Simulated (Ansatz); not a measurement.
# Pd2F3: the cost of one run

Program: Ansatz 0.2.0. Level of theory: DFT PBE, scalar-relativistic, plane waves, PAW. These are calculated values, not measurements.

1 further run of the same task is left out (set aside as unsound or not needed).

## (1) The structure to begin with

Symmetry: P-3m1, No. 164, trigonal system. Conventional cell: a = 3.812 Å, b = 3.812 Å, c = 4.603 Å, α = 90.00°, β = 90.00°, γ = 120.00°. Pd (site symmetry 3m) is surrounded by 8 F at 2.24 to 2.46 Å and 3 Pd at 2.54 Å. Around F (site symmetry -3m) lie 6 Pd at 2.29 Å. F (site symmetry 3m) has 5 Pd at 2.24 to 2.46 Å as nearest neighbours.

Structure file:

```
CELL_PARAMETERS angstrom
3.81216 0.00000 0.00000
-1.90608 3.30143 0.00000
0.00000 0.00000 4.60283
ATOMIC_POSITIONS crystal
Pd 0.33333 0.66667 0.13800
Pd 0.66667 0.33333 0.86200
F 0.00000 0.00000 0.00000
F 0.33333 0.66667 0.62500
F 0.66667 0.33333 0.37500
```

(A quick probe on a coarse mesh, which set the mesh and smearing, is not shown.)

## (3) Rough relaxation on the coarse mesh

input.yaml

```yaml
crystal:
  lattice:
    - [3.8121624734, 0.0, 0.0]
    - [-1.9060812367, 3.3014295453, 0.0]
    - [0.0, 0.0, 4.6028346285]
  atoms:
    - { symbol: Pd, position: [0.3333333333, 0.6666666667, 0.138], spin: 1.22 }
    - { symbol: Pd, position: [0.6666666667, 0.3333333333, 0.862], spin: 1.22 }
    - { symbol: F, position: [0.0, 0.0, 0.0], spin: 0.23 }
    - { symbol: F, position: [0.3333333333, 0.6666666667, 0.625], spin: 0.2 }
    - { symbol: F, position: [0.6666666667, 0.3333333333, 0.375], spin: 0.2 }
basis:
  ecutwfc: 420
kpoints:
  mp_grid: { grid: [6, 6, 4] }
hamiltonian:
  xc: pbe
scf:
  occupations: { method: gaussian, width: 0.1 }
  lower_state_search: "off"
output:
  forces: true
  stress: true
  eigenvalues: true
  populations: true
magnetization:
  spin_polarized: true
relax:
  adjacent_minimum: "off"
  f_tol: 0.04
  max_steps: 70
  cell: { stress_tol: 0.4 }
```

On the command line:

```sh
ansatz run input.yaml --threads 1 --pin off --max-ram 2560MiB --backend cpu --events-out ev --progress --plain --runs-dir out
```

Q: Estimate wall time and peak memory on 1 thread of Arm Neoverse V1, shared host.

About 3.1 min, with a peak of 0.39 GiB.
